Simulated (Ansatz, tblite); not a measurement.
## A script for NaCaF$_{3}$ (GFN2-xTB)

These are simulated results from tblite 0.8.0, not measurements. The cell was built from a prototype and was relaxed with r2SCAN in plane waves (Ansatz 0.2.0). It may be hypothetical. All runs are without spin polarisation.

It is cubic, Pm-3m (No. 221); a = 4.381 Å in the conventional setting, 16.81 Å³ an atom. Na has 12 F at 3.10 Å; Ca has 6 F at 2.19 Å; F has 2 Ca at 2.19 Å and 4 Na at 3.10 Å.

tblite solves periodic systems at the zone centre alone, so the script builds a cluster of 2×2×2 conventional cells (40 atoms), which folds in a coarse mesh of k points.

run.py reads:

```python
import json
from ase import Atoms
from ase.build import make_supercell
from ase.units import Bohr, GPa, Hartree
from tblite.interface import Calculator

atoms = Atoms(['Na', 'Ca', 'F', 'F', 'F'],
              cell=[[4.38056511, 0.0, 0.0], [0.0, 4.38056511, 0.0], [0.0, 0.0, 4.38056511]],
              scaled_positions=[[0.0, 0.0, 0.0], [0.5, 0.5, 0.5], [0.5, 0.5, 0.0], [0.5, 0.0, 0.5], [0.0, 0.5, 0.5]],
              pbc=True)
cluster = make_supercell(atoms, [[2, 0, 0], [0, 2, 0], [0, 0, 2]])
calc = Calculator('GFN2-xTB', cluster.numbers, cluster.positions / Bohr, lattice=cluster.cell[:] / Bohr, periodic=cluster.pbc)
calc.set('temperature', 0.02 / Hartree)
calc.set('max-iter', 150)
res = calc.singlepoint()
levels = res.get('orbital-energies') * Hartree
nv = round(res.get('orbital-occupations').sum() / 2)
cells = len(cluster) // len(atoms)
out = {'energy_per_cell': res.get('energy') * Hartree / cells, 'homo': levels[nv - 1], 'lumo': levels[nv],
       'stress': (-res.get('virial') * Hartree / cluster.get_volume() / GPa).tolist(), 'charges': res.get('charges')[:len(atoms)].tolist(), 'electrons': 2 * nv / cells}
json.dump(out, open('results.json', 'w'))
for key, value in out.items():
    print(key, value)
```

Command: `python run.py`. It took 3.9 s on 1 thread of AMD EPYC 7R43 64-Core Processor (Zen 3) (shared host), peak memory 0.092 GiB.

The log:

```
------------------------------------------------------------
  cycle        total energy    energy error   density error
------------------------------------------------------------
      1     -117.0334825416  -1.1706884E+02   3.8133962E-01
      2     -120.0870098209  -3.0535273E+00   1.9295538E-01
      3     -119.8303404969   2.5666932E-01   1.3665604E-01
      4     -119.8565419062  -2.6201409E-02   1.4951199E-01
      5     -121.1885813076  -1.3320394E+00   2.3590579E-02
      6     -121.1804888164   8.0924912E-03   2.3502205E-02
      7     -121.2186536567  -3.8164840E-02   3.8983979E-03
      8     -121.2195841614  -9.3050463E-04   8.2941186E-04
      9     -121.2195350044   4.9156992E-05   1.0929344E-03
     10     -121.2196285336  -9.3529200E-05   4.7486069E-05
     11     -121.2196286754  -1.4184455E-07   2.5328488E-05
     12     -121.2196286885  -1.3109855E-08   2.0848875E-05
     13     -121.2196287188  -3.0262910E-08   1.7604208E-06
------------------------------------------------------------

 total:                                   3.320 sec
energy_per_cell -412.31926384971507
homo -13.979388793260739
lumo -10.877060688138776
stress [[-10.868789842246168, -3.32909730756137e-06, -3.3290973152004907e-06], [-3.3290973075513173e-06, -10.868789842246793, -3.3290971511917708e-06], [-3.3290973152004712e-06, -3.3290971511931065e-06, -10.86878984224666]]
charges [0.7752294769198121, 0.18109123867218302, -0.31877910059001535, -0.3187791005900291, -0.31877910058995873]
electrons 24.0
```

The cycle table is in hartree for the whole cluster, and the lines after it are in eV (the energy for one cell). The printed stress is in GPa and positive in compression, and the pressure is its mean diagonal.

GFN2-xTB gives a gap of 3.10 eV. On the same cell, plane-wave PBE (Ansatz, 6×6×6 k points and the special points) gives a gap of 5.10 eV and r2SCAN a gap of 5.93 eV; on shared hosts these took about 2.1 and 5.2 core-seconds on the 5-atom cell, against 3.9 for the script. Semilocal gaps usually lie below measured ones. xTB was fitted to molecules, so gaps, charges and pressures of solids can be far off, and the gap also depends on the size of the cluster.

The same script was run on cells scaled at fixed shape and fractional coordinates:

| volume (Å³/atom) | energy (meV/atom) | pressure (GPa, positive in compression) | gap (eV) |
| --- | --- | --- | --- |
| 14.79 | -148.7 | -12.58 | 4.03 |
| 15.80 | -71.6 | -11.85 | 3.53 |
| 16.81 | 0.0 | -10.87 | 3.10 |
| 17.82 | 65.0 | -9.76 | 2.73 |
| 18.83 | 110.1 | -8.85 | 2.41 |

The minimum lies beyond the smallest of these volumes.

xTB was fitted mostly to molecules, and a small cluster samples few k points, so gaps, pressures and kinks along a curve can be far from a solid's.
